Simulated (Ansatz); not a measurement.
# GeH₅ (doublet): from Hartree-Fock to the top rungs at distance Ge1–H5 along a hydrogen transfer = 1.534 Å, cc-pVTZ

An exercise on one series of results from a longer session: the logs are not shown, and one member is left open.

Method: cc-pVTZ, core rule «outside noble gas», up to 14 orbitals frozen; program: Ansatz 0.2.0, Gaussian basis.

Plan: UHF; CCSD(T) on ROHF; CCSD(T) on UHF; BCCD(T) on ROHF; CISD; CCSDT(Q) on ROHF; CCSDT(Q) on UHF; CASSCF and NEVPT2, 3 electrons in 3 orbitals; CASSCF and NEVPT2, 9 electrons in 9 orbitals.

**The geometry**

The geometry derives from fragments relaxed apart (PBE0/def2-TZVP) and kept rigid, so it is no stationary point. A hydrogen atom is moved between rigid fragments. No spin-orbit coupling is included. The filled d shell of Ge may be among the frozen orbitals whatever the setting's name suggests; the logs give the count.

6 atoms, charge 0, spin multiplicity 2.

Atoms are counted from 1 here; the program's logs count them from 0.

Bond lengths: Ge1–H2 1.534 Å, Ge1–H3 1.534 Å, Ge1–H4 1.534 Å, Ge1–H5 1.534 Å. Angles: H2–Ge1–H3 109.5°, H2–Ge1–H4 109.5°, H2–Ge1–H5 109.5°, H3–Ge1–H4 109.5°, H3–Ge1–H5 109.5°, H4–Ge1–H5 109.5°.

The first run:

Contents of in.yaml:

```yaml
crystal:
  periodic: [false, false, false]
  atoms:
    - {symbol: Ge, position_ang: [-0.038122, 0.000000, 0.000000]}
    - {symbol: H, position_ang: [-0.549572, 1.446599, 0.000000]}
    - {symbol: H, position_ang: [-0.549572, -0.723300, 1.252791]}
    - {symbol: H, position_ang: [-0.549572, -0.723299, -1.252792]}
    - {symbol: H, position_ang: [1.496227, 0.000000, 0.000000]}
    - {symbol: H, position_ang: [2.899878, 0.000000, 0.000000]}
basis:
  gaussian: {orbitals: cc-pVTZ}
magnetization: {spin_polarized: true, initial_magnetization: 1}
hamiltonian: {xc: hf}
output: {orbitals: {seedname: orbitals}}
```

Started as:

```sh
> ansatz run in.yaml --threads 1 --pin off --events-out ev --progress --plain --max-ram 2816MiB --backend cpu
```

Among the steps run: UHF; CCSD(T) on ROHF; CCSD(T) on UHF; BCCD(T) on ROHF; CISD; CCSDT(Q) on ROHF; CCSDT(Q) on UHF; CASSCF and NEVPT2, 3 electrons in 3 orbitals; CASSCF and NEVPT2, 9 electrons in 9 orbitals.

One table of the session follows, with a row left open; its other results are not shown here.

```
        method  from UCCSDT(Q) (meV)
          ROHF                     ?
           UHF               +4872.6
          RMP2                +967.7
          UMP2                +957.9
          CISD                +401.6
         RCCSD                +134.6
         UCCSD                +133.3
      RCCSD(T)                 +23.9
      UCCSD(T)                 +23.6
       BCCD(T)                 +23.3
        RCCSDT                  +3.3
        UCCSDT                  +2.9
     RCCSDT(Q)                  +0.5
     UCCSDT(Q)                     0
   CASSCF pair               +4527.5
   NEVPT2 pair                +984.9
CASSCF valence               +3308.1
NEVPT2 valence                +940.0
```

Q: Estimate the row for ROHF from the others.

**Answer.** from UCCSDT(Q) (meV): +4925.2. In the column «from UCCSDT(Q) (meV)» it is the highest.

Caveats from the session: Restricted and unrestricted rows rest on different reference determinants; where their highest levels disagree by more than a few hundredths of an eV, they describe different states and don't form one ladder.
